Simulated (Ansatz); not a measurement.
# C2H7AlO2 (SMILES C[O][Al]([CH3])[OH]) at 6 levels

Wanted: a comparison of 6 runs (HF/3-21G, B3LYP/6-31G*, PBE0/def2-SVP, SVWN5/6-31G**, CCSD(T)/def2-SVP) of C2H7AlO2. 

The results are computed with Ansatz 0.2.0.

1 further run of the same task is left out (for a known fault of the program).

### Step 1. The system as given

The species is C2H7AlO2 (12 atoms), meant as a singlet with charge 0. SMILES: `C[O][Al]([CH3])[OH]`. The shape is that of a PBE0-D4/def2-TZVP optimisation. This is one conformer, not always the lowest.

Bond lengths: C1–O2 1.395 Å, O2–Al3 1.690 Å, Al3–C4 1.938 Å, Al3–O5 1.694 Å, C1–H6 1.096 Å, C1–H7 1.098 Å, C1–H8 1.096 Å, C4–H9 1.094 Å, C4–H10 1.092 Å, C4–H11 1.094 Å, O5–H12 0.956 Å. Some angles: C1–O2–Al3 134.5°, O2–Al3–C4 123.0°, O2–Al3–O5 117.2°, C4–Al3–O5 119.8°, O2–C1–H6 110.3°, O2–C1–H7 112.8°, O2–C1–H8 110.3°, Al3–C4–H9 111.4°, Al3–C4–H10 111.3°, Al3–C4–H11 111.3°.

### Step 2. Energy and forces at HF/3-21G (run 1)

job.yaml

```yaml
crystal:
  periodic: [false, false, false]
  atoms:
    - {symbol: C, position_ang: [-1.404700, -0.274300, 1.507100]}
    - {symbol: O, position_ang: [-0.217900, 0.396400, 1.210800]}
    - {symbol: Al, position_ang: [0.797400, 0.468400, -0.138700]}
    - {symbol: C, position_ang: [0.451400, -0.514700, -1.773000]}
    - {symbol: O, position_ang: [2.171000, 1.453800, -0.023400]}
    - {symbol: H, position_ang: [-2.196100, 0.442900, 1.751600]}
    - {symbol: H, position_ang: [-1.761400, -0.896000, 0.674900]}
    - {symbol: H, position_ang: [-1.266100, -0.926900, 2.376200]}
    - {symbol: H, position_ang: [-0.519800, -0.248600, -2.200500]}
    - {symbol: H, position_ang: [1.216700, -0.314600, -2.525900]}
    - {symbol: H, position_ang: [0.432100, -1.593500, -1.591900]}
    - {symbol: H, position_ang: [2.374200, 1.952100, 0.766700]}
basis:
  gaussian: {orbitals: 3-21G.json}
total_charge: 0
magnetization: {spin_polarized: false}
hamiltonian: {xc: hf}
accuracy: high
output: {forces: true, orbitals: {seedname: orbitals}}
```

The basis set 3-21G is read from a file made from the Basis Set Exchange's data (not shown).

On the command line:

```sh
ansatz run job.yaml --threads 1 --pin off --max-ram 2610MiB --events-out events.jsonl --progress --plain --runs-dir runs
```

The program printed:

```text
Warning: RAYON_NUM_THREADS=1 ignored (pool sized by the plan → 1); use --threads N
[... 13 lines left out ...]
Total energy: -12761.70990049 eV, -468.9841886453 hartree
[... 12 lines left out ...]
Dipole moment:    -0.317173    -0.163278     0.115994 e Å
```

It took 2 s on 1 thread of Arm Neoverse V1, shared host; peak memory 0.3 GiB.

### Step 3. Energy and gradient at B3LYP/6-31G(d) (spherical functions) (run 2)

input.yaml

```yaml
crystal:
  periodic: [false, false, false]
  atoms:
    - {symbol: C, position_ang: [-1.404700, -0.274300, 1.507100]}
    - {symbol: O, position_ang: [-0.217900, 0.396400, 1.210800]}
    - {symbol: Al, position_ang: [0.797400, 0.468400, -0.138700]}
    - {symbol: C, position_ang: [0.451400, -0.514700, -1.773000]}
    - {symbol: O, position_ang: [2.171000, 1.453800, -0.023400]}
    - {symbol: H, position_ang: [-2.196100, 0.442900, 1.751600]}
    - {symbol: H, position_ang: [-1.761400, -0.896000, 0.674900]}
    - {symbol: H, position_ang: [-1.266100, -0.926900, 2.376200]}
    - {symbol: H, position_ang: [-0.519800, -0.248600, -2.200500]}
    - {symbol: H, position_ang: [1.216700, -0.314600, -2.525900]}
    - {symbol: H, position_ang: [0.432100, -1.593500, -1.591900]}
    - {symbol: H, position_ang: [2.374200, 1.952100, 0.766700]}
basis:
  gaussian:
    orbitals: 6-31G_st_-spherical.json
magnetization:
  spin_polarized: false
hamiltonian:
  xc: {name: B3LYP}
accuracy: high
output:
  forces: true
  orbitals: {seedname: orbitals}
```

The basis set 6-31G* is read from a file made from the Basis Set Exchange's data (not shown).

On the command line:

```sh
ansatz run input.yaml --threads 1 --pin off --max-ram 2610MiB --events-out events.jsonl --progress --plain --runs-dir runs
```

The program printed:

```text
Warning: RAYON_NUM_THREADS=1 ignored (pool sized by the plan → 1); use --threads N
[... 16 lines left out ...]
Total energy: -12881.86720356 eV, -473.3998880877 hartree
[... 12 lines left out ...]
Dipole moment:    -0.224405    -0.112925     0.088005 e Å
```

Run time: 16 s. Hardware: 1 thread of Arm Neoverse V1, shared host; peak memory 0.32 GiB.

Runs 3 to 4 aren't shown in full; the table further down has their settings and results.

### Step 4. Energy and gradient at SVWN5/6-31G(d,p) (spherical functions) (run 5)

input.yaml

```yaml
crystal:
  periodic: [false, false, false]
  atoms:
    - symbol: C
      position_ang: [-1.404700, -0.274300, 1.507100]
    - symbol: O
      position_ang: [-0.217900, 0.396400, 1.210800]
    - symbol: Al
      position_ang: [0.797400, 0.468400, -0.138700]
    - symbol: C
      position_ang: [0.451400, -0.514700, -1.773000]
    - symbol: O
      position_ang: [2.171000, 1.453800, -0.023400]
    - symbol: H
      position_ang: [-2.196100, 0.442900, 1.751600]
    - symbol: H
      position_ang: [-1.761400, -0.896000, 0.674900]
    - symbol: H
      position_ang: [-1.266100, -0.926900, 2.376200]
    - symbol: H
      position_ang: [-0.519800, -0.248600, -2.200500]
    - symbol: H
      position_ang: [1.216700, -0.314600, -2.525900]
    - symbol: H
      position_ang: [0.432100, -1.593500, -1.591900]
    - symbol: H
      position_ang: [2.374200, 1.952100, 0.766700]
basis:
  gaussian: {orbitals: 6-31G_st__st_-spherical.json}
hamiltonian: {xc: {name: SVWN5}}
accuracy: high
magnetization: {spin_polarized: false}
output: {forces: true, orbitals: {seedname: orbitals}}
```

The basis set 6-31G** is read from a file made from the Basis Set Exchange's data (not shown).

On the command line:

```sh
ansatz run input.yaml --threads 1 --pin off --max-ram 2610MiB --events-out events.jsonl --progress --plain --runs-dir runs
```

The program printed:

```text
Warning: RAYON_NUM_THREADS=1 ignored (pool sized by the plan → 1); use --threads N
[... 13 lines left out ...]
Total energy: -12802.55268805 eV, -470.4851334040 hartree
[... 12 lines left out ...]
Dipole moment:    -0.215693    -0.113038     0.075008 e Å
```

Wall time 11 s (1 thread of Arm Neoverse V1, shared host); peak memory 0.31 GiB.

### Step 5. Energy and forces at CCSD(T)/def2-SVP (run 6)

run.yaml

```yaml
basis:
  gaussian:
    orbitals: def2-SVP
crystal:
  periodic: [false, false, false]
  atoms:
    - symbol: C
      position_ang: [-1.404700, -0.274300, 1.507100]
    - symbol: O
      position_ang: [-0.217900, 0.396400, 1.210800]
    - symbol: Al
      position_ang: [0.797400, 0.468400, -0.138700]
    - symbol: C
      position_ang: [0.451400, -0.514700, -1.773000]
    - symbol: O
      position_ang: [2.171000, 1.453800, -0.023400]
    - symbol: H
      position_ang: [-2.196100, 0.442900, 1.751600]
    - symbol: H
      position_ang: [-1.761400, -0.896000, 0.674900]
    - symbol: H
      position_ang: [-1.266100, -0.926900, 2.376200]
    - symbol: H
      position_ang: [-0.519800, -0.248600, -2.200500]
    - symbol: H
      position_ang: [1.216700, -0.314600, -2.525900]
    - symbol: H
      position_ang: [0.432100, -1.593500, -1.591900]
    - symbol: H
      position_ang: [2.374200, 1.952100, 0.766700]
magnetization:
  spin_polarized: false
accuracy: high
output: {forces: true, orbitals: {seedname: orbitals}}
scf:
  omitted_lower_state_checks: [cluster_reference, increment]
correlation:
  method: ccsd_t
  frozen_orbitals: {Al: 5, C: 1, H: 0, O: 1}
```

On the command line:

```sh
ansatz run run.yaml --threads 1 --pin off --max-ram 2610MiB --events-out events.jsonl --progress --plain --runs-dir runs
```

The program printed:

```text
Warning: RAYON_NUM_THREADS=1 ignored (pool sized by the plan → 1); use --threads N
[... 11 lines left out ...]
9 core orbitals not correlated: weight in the atoms' cores, before any rotation towards them, 1.000 or more for the frozen orbitals, at most 0.000 for the correlated occupied ones
[... 24 lines left out ...]
Total energy: -12846.41049075 eV, -472.0968779254 hartree
[... 12 lines left out ...]
Dipole moment:    -0.222434    -0.099483     0.114347 e Å
Checks for a lower state left out: cluster_reference, increment
```

Wall time 5.5 min (1 thread of Arm Neoverse V1, shared host); peak memory 1.6 GiB.

### Step 6. Overview of the runs

```csv
run,level,Cartesian functions,frozen core orbitals,energy (Eh),dipole moment (D),HOMO energy (eV),LUMO energy (eV),wall time
1,HF/3-21G,no,–,-468.984189,1.80,-11.22,3.47,2 s
2,B3LYP/6-31G* (spherical functions),no,–,-473.399888,1.28,-7.43,0.14,16 s
3,B3LYP/6-31G* (Cartesian functions),yes,–,-473.405725,1.29,-7.43,0.11,16 s
4,PBE0/def2-SVP,no,–,-472.779541,1.24,-7.81,0.32,17 s
5,SVWN5/6-31G** (spherical functions),no,–,-470.485133,1.22,-6.20,-0.60,11 s
6,CCSD(T)/def2-SVP,no,9,-472.096878,1.29,-11.53,3.04,5.5 min
```

### Step 7. Outcome

| quantity | value |
| --- | --- |
| run 6: total energy | -472.09688 Eh |
| run 6: dipole moment (correlated density) | 1.29 D |
| run 6: HOMO energy (Hartree–Fock orbitals) | -11.53 eV |
| run 6: LUMO energy (Hartree–Fock orbitals) | 3.04 eV |
| run 6: HOMO–LUMO gap (Hartree–Fock orbitals) | 14.57 eV |
| run 6: correlation energy (9 core orbitals frozen) | -784.1 mEh |
| run 6: (T) correction | -17.83 mEh |
| run 6: T1 diagnostic | 0.012 |
| run 6: largest force on an atom | 0.366 eV/Å |

The dipole moment (its size) runs from 1.22 D (SVWN5/6-31G**) to 1.80 D (HF/3-21G). The two ends differ in method and basis. Over runs 1, 2, 3, 4, 5 the HOMO–LUMO gap runs from 5.60 eV (SVWN5/6-31G**) to 14.69 eV (HF/3-21G). Totals of different functionals can't be ranked against each other. All runs together took 6.5 min, the longest 5.5 min.
